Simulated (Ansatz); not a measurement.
**CH₈N₂OSi: a ladder of functionals and wavefunction methods**

One table from this session's results is given with a row withheld; the runs are named, their logs left out.

The runs use Ansatz 0.2.0, Gaussian basis; functionals in def2-TZVPP, the program's frozen cores in correlated methods.

The runs, in order: LDA (SPW92), PBE-D4, revPBE-D4, BLYP-D4, r2SCAN-D4, B97M-V, PBE0-D4, B3LYP-D4, r2SCANh-D4, r2SCAN0-D4, HSE06-D4, BHLYP-D4, CAM-B3LYP-D4, LC-ωPBE, ωB97X-V, ωB97M-V, B2PLYP, PBE-QIDH; CCSD(T)/def2-SVP; CCSD(T)/def2-TZVPP; MP2/def2-QZVPP; extrapolation to the limit; RPA on PBE.

## The geometry

An earlier PBE0-D4 in a triple-zeta def2 set relaxation fixed the geometry.

SMILES `CO[SiH](N)N`, 13 atoms, charge 0, spin multiplicity 1.

Atoms are counted from 1 here; the program's logs count them from 0.

Bond lengths: C1–O2 1.404 Å, C1–H6 1.093 Å, C1–H7 1.096 Å, C1–H8 1.097 Å, O2–Si3 1.645 Å, Si3–N4 1.700 Å, Si3–N5 1.707 Å, Si3–H9 1.492 Å, N4–H10 1.007 Å, N4–H11 1.007 Å, N5–H12 1.006 Å, N5–H13 1.006 Å. Angles: O2–C1–H6 108.9°, O2–C1–H7 111.2°, O2–C1–H8 112.0°, H6–C1–H7 108.1°, H6–C1–H8 108.3°, H7–C1–H8 108.2°, C1–O2–Si3 124.2°, O2–Si3–N4 115.0°, O2–Si3–N5 106.8°, O2–Si3–H9 105.8°, N4–Si3–N5 106.5°, N4–Si3–H9 106.3°, N5–Si3–H9 116.6°, Si3–N4–H10 120.2°, Si3–N4–H11 120.8°, H10–N4–H11 111.9°, Si3–N5–H12 121.0°, Si3–N5–H13 121.6° and more.

The first run:

in.yaml

```yaml
crystal:
  periodic: [false, false, false]
  atoms:
    - {symbol: C, position_ang: [-1.761113, 0.741245, 0.885577]}
    - {symbol: O, position_ang: [-1.072184, -0.168224, 0.067967]}
    - {symbol: Si, position_ang: [0.566717, -0.294248, 0.001362]}
    - {symbol: N, position_ang: [1.152103, -1.823757, -0.452877]}
    - {symbol: N, position_ang: [1.099178, 0.803711, -1.192612]}
    - {symbol: H, position_ang: [-2.736817, 0.320105, 1.139259]}
    - {symbol: H, position_ang: [-1.925296, 1.694179, 0.368636]}
    - {symbol: H, position_ang: [-1.220942, 0.945268, 1.818820]}
    - {symbol: H, position_ang: [1.050586, -0.055534, 1.392217]}
    - {symbol: H, position_ang: [1.040387, -2.148106, -1.399853]}
    - {symbol: H, position_ang: [1.169876, -2.585233, 0.205105]}
    - {symbol: H, position_ang: [0.585903, 1.646585, -1.385963]}
    - {symbol: H, position_ang: [2.072203, 0.889409, -1.433037]}
basis:
  gaussian: {orbitals: def2-TZVPP}
hamiltonian: {xc: lda}
output: {orbitals: {seedname: orbitals}}
```

On the command line:

```sh
$ ansatz run in.yaml --threads 4 --pin off --events-out ev --progress --plain --max-ram 10444MiB
```

Among the steps run: LDA; PBE-D4 (GGA); revPBE-D4 (GGA); BLYP-D4 (GGA); r2SCAN-D4 (meta-GGA); B97M-V (meta-GGA); PBE0-D4 (hybrid); B3LYP-D4 (hybrid); r2SCANh-D4 (hybrid); r2SCAN0-D4 (hybrid); HSE06-D4 (hybrid); BHLYP-D4 (hybrid); CAM-B3LYP-D4 (range-separated); LC-ωPBE (range-separated); ωB97X-V (range-separated); ωB97M-V (range-separated); B2PLYP (double hybrid); PBE-QIDH (double hybrid).

One table of the session follows, with a row left open; its other results are not shown here.

It belongs to the step «Orbital energies across the functionals». 

```
  functional  HOMO (eV)  LUMO (eV)  gap (eV)
 LDA (SPW92)      -6.04       0.15      6.19
      PBE-D4      -5.89       0.28      6.17
   revPBE-D4      -5.83       0.35      6.18
     BLYP-D4      -5.78       0.25      6.02
   r2SCAN-D4      -6.20       1.03      7.23
      B97M-V      -6.32       0.47      6.79
     PBE0-D4      -7.33       1.12      8.45
    B3LYP-D4      -7.09       0.76      7.85
  r2SCANh-D4      -6.74       1.27      8.02
  r2SCAN0-D4          ?          ?         ?
    HSE06-D4      -6.92       0.75      7.67
    BHLYP-D4      -8.70       1.72     10.42
CAM-B3LYP-D4      -8.79       1.87     10.66
     LC-ωPBE     -10.20       3.21     13.41
     ωB97X-V      -9.83       2.98     12.81
     ωB97M-V      -9.73       2.51     12.23
```

**Question.** Estimate the row for r2SCAN0-D4.

Worked estimate for «HOMO (eV)». Against the share of exact exchange, r2SCAN-D4 (0, -6.20), r2SCANh-D4 (0.1, -6.74) give a slope of -5.40 per unit share; at 0.25 the line stands at -7.55.

As computed: HOMO (eV): -7.56; LUMO (eV): 1.61; gap (eV): 9.17. In «HOMO (eV)» the line misses by +0.01.
